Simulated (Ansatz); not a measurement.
# CH8N2OSi: small, medium and large basis sets

Aim: see how fast density functionals converge with the basis set for CH8N2OSi.

The runs use Ansatz 0.2.0, Gaussian basis; one geometry, several basis sets.

The runs, in order: PBE0-D4/def2-SVP; ωB97M-V/def2-SVP; PBE0-D4/def2-QZVPP; ωB97M-V/def2-QZVPP; the functionals' def2-TZVPP values are taken from earlier runs.

## Step 1: The relaxed structure

The geometry comes from an earlier relaxation with PBE0-D4 in a triple-zeta def2 set; it is a stationary point, not always the lowest conformer.

13 atoms, charge 0, spin multiplicity 1.

Atoms are counted from 1 here; the program's logs count them from 0.

Bond lengths: N1–C2 1.421 Å, N1–H6 1.012 Å, N1–H7 1.012 Å, C2–O3 1.423 Å, C2–H8 1.096 Å, C2–H9 1.096 Å, O3–Si4 1.648 Å, Si4–N5 1.702 Å, Si4–H10 1.488 Å, Si4–H11 1.488 Å, N5–H12 1.007 Å, N5–H13 1.007 Å. Angles: C2–N1–H6 110.8°, C2–N1–H7 110.8°, H6–N1–H7 107.8°, N1–C2–O3 112.7°, N1–C2–H8 108.6°, N1–C2–H9 108.6°, O3–C2–H8 109.3°, O3–C2–H9 109.3°, H8–C2–H9 108.3°, C2–O3–Si4 123.8°, O3–Si4–N5 112.6°, O3–Si4–H10 108.7°, O3–Si4–H11 108.8°, N5–Si4–H10 108.0°, N5–Si4–H11 108.0°, H10–Si4–H11 110.7°, Si4–N5–H12 120.7°, Si4–N5–H13 120.7° and more.

## Step 2: PBE0-D4 in def2-SVP

Contents of in.yaml:

```yaml
crystal:
  periodic: [false, false, false]
  atoms:
    - {symbol: N, position_ang: [-2.245236, -0.222558, 1.272388]}
    - {symbol: C, position_ang: [-1.046023, -0.771268, 0.743334]}
    - {symbol: O, position_ang: [-0.241244, 0.199556, 0.083742]}
    - {symbol: Si, position_ang: [1.208098, -0.138024, -0.624158]}
    - {symbol: N, position_ang: [1.930294, 1.234797, -1.325264]}
    - {symbol: H, position_ang: [-2.041121, 0.505100, 1.945496]}
    - {symbol: H, position_ang: [-2.808975, 0.184738, 0.537182]}
    - {symbol: H, position_ang: [-1.307811, -1.566054, 0.034988]}
    - {symbol: H, position_ang: [-0.473735, -1.218221, 1.564753]}
    - {symbol: H, position_ang: [2.134707, -0.667427, 0.412919]}
    - {symbol: H, position_ang: [0.993176, -1.144403, -1.699023]}
    - {symbol: H, position_ang: [2.345952, 1.947449, -0.748449]}
    - {symbol: H, position_ang: [1.572417, 1.621514, -2.183007]}
basis:
  gaussian: {orbitals: def2-SVP}
hamiltonian: {xc: pbe0, dispersion: d4}
output: {orbitals: {seedname: orbitals}}
```

The run is started by

```bash
> ansatz run in.yaml --threads 4 --pin off --events-out ev --progress --plain --max-ram 10444MiB
```

The runs that follow: ωB97M-V in def2-SVP; PBE0-D4 in def2-QZVPP; ωB97M-V in def2-QZVPP.

**Question.** What will the summary of the whole plan be? Wanted: PBE0-D4: double and triple zeta above quadruple; ωB97M-V: double and triple zeta above quadruple.

**Answer**, as computed:

| quantity | value |
| --- | --- |
| PBE0-D4: double and triple zeta above quadruple | 11.00, 0.66 eV |
| ωB97M-V: double and triple zeta above quadruple | 11.24, 0.62 eV |

In words: For PBE0-D4 the step from double to triple zeta gains 10.35 eV and the next only 0.66 eV. Total energies overstate the basis error of differences, where much of it tends to cancel. The LUMO of ωB97M-V is positive and keeps falling with the basis (3.23 to 1.61 eV): an unbound level that the basis holds in place.
